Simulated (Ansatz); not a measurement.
SrMg, space group Fm-3m, a relaxation followed by a look at the electronic structure

Run with Ansatz 0.2.0, Python API.

The script, `srmg.py`:
```python
"""Relax SrMg, then bands and states at the relaxed cell."""

import ansatz as az
from ase import Atoms
import numpy as np


def count_gap(report):
    # lowest empty less highest filled band, counting bands; zero where they overlap
    return max(report.get("gap_by_band_count_ev") or 0.0, 0.0)


def configured(crystal, spacing):
    return (
        crystal.calculation()
        .functional("PBEsol")
        .pseudopotentials("nc")
        .accuracy("medium")
        .occupations(az.OccupationsMethod.FERMI_DIRAC, width=0.02)
        .mixing("anderson", preconditioner="local_kerker")
        .kpoints(spacing=spacing)
    )

atoms = Atoms(
    ["Sr", "Mg"],
    scaled_positions=[
        (0.5, 0.5, 0.5),
        (0.0, 0.0, 0.0),
    ],
    cell=[
        (0.0, 3.499514, 3.499514),
        (3.499514, 0.0, 3.499514),
        (3.499514, 3.499514, 0.0),
    ],
    pbc=True,
)
cell = az.Crystal.from_ase(atoms)

relaxed = configured(cell, 0.34).relax(cell=True, force_tolerance=0.02, max_steps=40).checkpoint(write="relax.run").run(threads=1)
cell = np.asarray(relaxed.lattice.cell_ang)
print("relaxed edges (A):", np.linalg.norm(cell, axis=1).round(4), " volume:", round(abs(np.linalg.det(cell)), 3), "A^3")
for site in relaxed.lattice.sites:
    print(" ", site.symbol, np.round(site.position_frac, 4) + 0.0)

final = az.Crystal.from_checkpoint("relax.run")
done = configured(final, 0.26).functional("pbesol").stress().band_table().density_of_states(energy_step=0.05).run(threads=1)
data = done.report
dos = done.density_of_states()
print(f"pressure at the relaxed cell {np.trace(data['stress_gpa']) / 3:.3f} GPa, gap by band count {count_gap(data):.3f} eV")
if count_gap(data) == 0:
    print("states/eV at the Fermi level:", round(float(np.interp(dos.fermi_ev, dos.energies_ev, dos.spin_summed_g_bin_mean_per_ev)), 3))
```

```console
$ python srmg.py
DeckWarning: basis.ecutwfc = 1142.878222 eV, auto-derived from the records' recommended cutoffs: set by Mg (normal level)
relaxed edges (A): [4.8819 4.8819 4.8819]  volume: 82.274 A^3
  Sr [0.5 0.5 0.5]
  Mg [0. 0. 0.]
DeckWarning: crystal.checkpoint: the structure is that of relax.run, a `relax` run, at its step 3: its result, under pbesol at a charge of 0 e; 2 atoms read, 0 with a starting moment [...]
pressure at the relaxed cell 0.193 GPa, gap by band count 0.000 eV
states/eV at the Fermi level: 2.046
```
(Warnings from the package without file and line, shortened.)

What to keep in mind:
- The settings weren't tested for convergence.
- The mesh is modest for a metal, so energies can be off by several to tens of meV an atom and pressures by half a GPa or more; differences at equal mesh fare better.
- The zero of the levels is a convention of the potentials, so an absolute Fermi energy is no work function.
- A gap by band count of zero or less means overlapping bands, a metal.
- The structure comes from a database of computed cells and needn't be a stable or known phase.
- Gaps and levels are Kohn-Sham values on a finite set of k-points, without spin-orbit coupling.
- Where the second run takes another functional or mesh than the relaxation, its pressure isn't zero; pressure is positive in compression.
- The computed bands are complete only to about 2.4 eV above the Fermi level; beyond that the density of states is undercounted.
- Timing: 16 s on 1 thread of Arm Neoverse V1, with other jobs on the host, peak memory 0.53 GiB.

(Lines on the test bed's own set-up are left out of the output.)
